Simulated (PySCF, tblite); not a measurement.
# C4H8Cl4OSi: geometry, infrared bands and NMR shifts

Aim: predict the infrared bands and NMR shifts of C4H8Cl4OSi (`CO[C@@H](C)[Si@@H](Cl)C(Cl)(Cl)Cl`).

Computed with tblite 0.8.0 and PySCF 2.14.0, with density-fitted response routines of our own, on a single molecule in the gas phase. Atoms count from 0, in the outputs and in this text.

## (1) The molecule as given

18 atoms, charge 0, multiplicity 1; geometry from: force field or distance geometry start.

Bonds of the start (Å): C0–O1 1.40, O1–C2 1.44, C2–C3 1.47, C2–Si4 1.79, Si4–Cl5 2.11, Si4–C6 1.81, C6–Cl7 1.80, C6–Cl8 1.81, C6–Cl9 1.75, C0–H10 1.12, C0–H11 1.11, C0–H12 1.12, C2–H13 1.13, C3–H14 1.09, C3–H15 1.12, C3–H16 1.12, Si4–H17 1.49.

## (2) Geometry optimisation with GFN2-xTB

Job settings and geometry (Å):

```
{"job": {"kind": "relax", "xc": "GFN2-xTB", "basis": "xTB"}, "charge": 0, "multiplicity": 1}
C     -2.295400     1.125800     0.144500
O     -1.271000     0.725400    -0.722800
C     -0.508700    -0.193300     0.074000
C     -0.659100    -1.517600    -0.539600
Si     1.098700     0.537100     0.372200
Cl     1.398900     0.588600     2.457800
C      2.609200    -0.156700    -0.345500
Cl     3.672600     1.225900    -0.807300
Cl     3.550700    -1.007500     0.940500
Cl     2.480800    -1.159900    -1.769000
H     -1.884100     1.617500     1.067900
H     -2.857800     0.238700     0.487900
H     -2.983400     1.845100    -0.367400
H     -1.081500    -0.190700     1.045700
H     -0.129400    -1.686700    -1.475300
H     -1.752300    -1.645200    -0.768000
H     -0.435300    -2.308400     0.214800
H      1.038300     1.968100    -0.022000
```

Launch:

```bash
> OMP_NUM_THREADS=1 python probes_run.py task.json out
```

The driver reads the jobs from task.json and runs them one after another.

**Question.** This job is followed by: GFN2-xTB harmonic vibrations, gas phase; GIAO PBE0/pcSseg-1 NMR shielding, non-relativistic, gas phase. Predict these results of the whole session: strongest single infrared mode (GFN2-xTB); zero-point energy (GFN2-xTB); 13C shifts against TMS (PBE0/pcSseg-1); 1H shifts against TMS (PBE0/pcSseg-1, means over atoms taken as alike); 17O shifts against H2O (PBE0/pcSseg-1); 29Si shifts against TMS (PBE0/pcSseg-1); 35Cl shifts against HCl (PBE0/pcSseg-1, means over atoms taken as alike); surface potential, 1st and 99th percentile.

**Answer**, as computed:

```
                                                                quantity                        value
                               strongest single infrared mode (GFN2-xTB)        2333 cm⁻¹, 128 km/mol
                                            zero-point energy (GFN2-xTB)                71.6 kcal/mol
                                  13C shifts against TMS (PBE0/pcSseg-1)  113.6, 77.2, 59.8, 16.1 ppm
  1H shifts against TMS (PBE0/pcSseg-1, means over atoms taken as alike)   4.81, 3.58, 3.34, 1.45 ppm
                                  17O shifts against H2O (PBE0/pcSseg-1)                     21.0 ppm
                                 29Si shifts against TMS (PBE0/pcSseg-1)                     -2.8 ppm
35Cl shifts against HCl (PBE0/pcSseg-1, means over atoms taken as alike)                 423, -23 ppm
                                   surface potential, 1st and 99th percentile           -0.88 V and 0.95 V
```

**Reading.** Relaxing lowered the energy by 1.277 eV in 154 steps; the close pair that moved most is Si4–C6, from 1.811 to 1.957 Å. No mode is imaginary among the 48: a minimum at this level. The strongest single mode, at 2333 cm⁻¹, moves mainly H17. GFN2-xTB is a fitted tight-binding method: band positions and strengths are rough. Its intensities can rank the bands wrongly. C6 stands next to heavy halogen, whose spin-orbit shielding this run leaves out, so the computed shift lies too far downfield, most of all for carbon beside Br or I. At PBE0/pcSseg-1: The largest span, 744 ppm, is at Cl7, Cl8, Cl9, where the paramagnetic term is -618 ppm. At PBE0/pcSseg-1, counted by nearest atom on the grid, the HOMO lies on O1 54 %; C2, C3 about 8 % each, the LUMO on C6 27 %; Cl7, Cl8, Cl9 about 21 % each.
